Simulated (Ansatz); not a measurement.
# GeAsH (singlet): the correlation ladder, cc-pVDZ

One table from this session's results is given with a row withheld; the runs are named, their logs left out.

Program: Ansatz 0.2.0, Gaussian basis. Level of theory: cc-pVDZ, core rule «outside noble gas», up to 28 orbitals frozen. These are calculated values, not measurements.

The runs, in order: UHF; CCSD(T) on RHF; CCSD(T) on UHF; BCCD(T) on RHF; CISD; CCSDT(Q) on RHF; CCSDT(Q) on UHF; CASSCF and MRCISD+Q, 10 electrons in 9 orbitals; CASSCF and NEVPT2, 10 electrons in 9 orbitals.

26 further runs of the same task are left out: 16 that didn't finish, 10 set aside as unsound or not needed.

**The geometry**

The geometry is a PBE0/def2-TZVP stationary point (not a proven minimum). No spin-orbit coupling is included. The filled d shell of Ge, As may be among the frozen orbitals whatever the setting's name suggests; the logs give the count.

3 atoms, charge 0, spin multiplicity 1.

Atoms are counted from 1 here; the program's logs count them from 0.

Bond lengths: Ge1–As2 2.091 Å, Ge1–H3 1.526 Å. Angles: As2–Ge1–H3 180.0°.

The first run:

Input file in.yaml:

```yaml
crystal:
  periodic: [false, false, false]
  atoms:
    - {symbol: Ge, position_ang: [0.000000, 0.000000, 0.188400]}
    - {symbol: As, position_ang: [0.000000, 0.000000, -1.902600]}
    - {symbol: H, position_ang: [0.000000, 0.000000, 1.714200]}
basis:
  gaussian: {orbitals: cc-pVDZ}
magnetization: {spin_polarized: true, initial_magnetization: 0}
hamiltonian: {xc: hf}
output: {orbitals: {seedname: orbitals}}
```

Run with:

```console
$ ansatz run in.yaml --threads 1 --pin off --events-out ev --progress --plain --max-ram 2393MiB
```

Steps of the session up to this table: UHF; CCSD(T) on RHF; CCSD(T) on UHF; BCCD(T) on RHF; CISD; CCSDT(Q) on RHF; CCSDT(Q) on UHF; CASSCF and MRCISD+Q, 10 electrons in 9 orbitals; CASSCF and NEVPT2, 10 electrons in 9 orbitals.

One table of the session follows, with a row left open; its other results are not shown here.

It belongs to the step «Misses and costs». 

| method | from RCCSDT(Q) (kcal/mol) |
| --- | --- |
| RHF | +144.46 |
| UHF | +138.46 |
| RMP2 | ? |
| UMP2 | +39.07 |
| CISD | +22.01 |
| RCCSD | +9.34 |
| UCCSD | +10.44 |
| RCCSD(T) | +1.44 |
| UCCSD(T) | +3.26 |
| BCCD(T) | +1.47 |
| RCCSDT | +0.91 |
| UCCSDT | +1.25 |
| RCCSDT(Q) | 0 |
| UCCSDT(Q) | +0.22 |
| CASSCF valence | +80.26 |
| NEVPT2 valence | +17.50 |
| MRCISD valence | +5.29 |
| MRCISD+Q valence | -0.12 |

Q: Estimate the row for RMP2 from the others.

**Answer.** from RCCSDT(Q) (kcal/mol): +21.28. In the column «from RCCSDT(Q) (kcal/mol)» it lies between NEVPT2 valence (+17.50) and CISD (+22.01).

With the free atoms at the same levels and basis (separate runs), the atomisation energy is 4.971 eV at RCCSDT(Q), 4.923 eV at RCCSD(T), 4.844 eV at UCCSD(T), 2.183 eV at RHF.

Limits of these values: The determinant is far from a pure spin state, so its energy mixes those of several spin states (harmless only where they are near-degenerate, as at dissociation). Restricted and unrestricted rows rest on different reference determinants; where their highest levels disagree by more than a few hundredths of an eV, they describe different states and don't form one ladder.
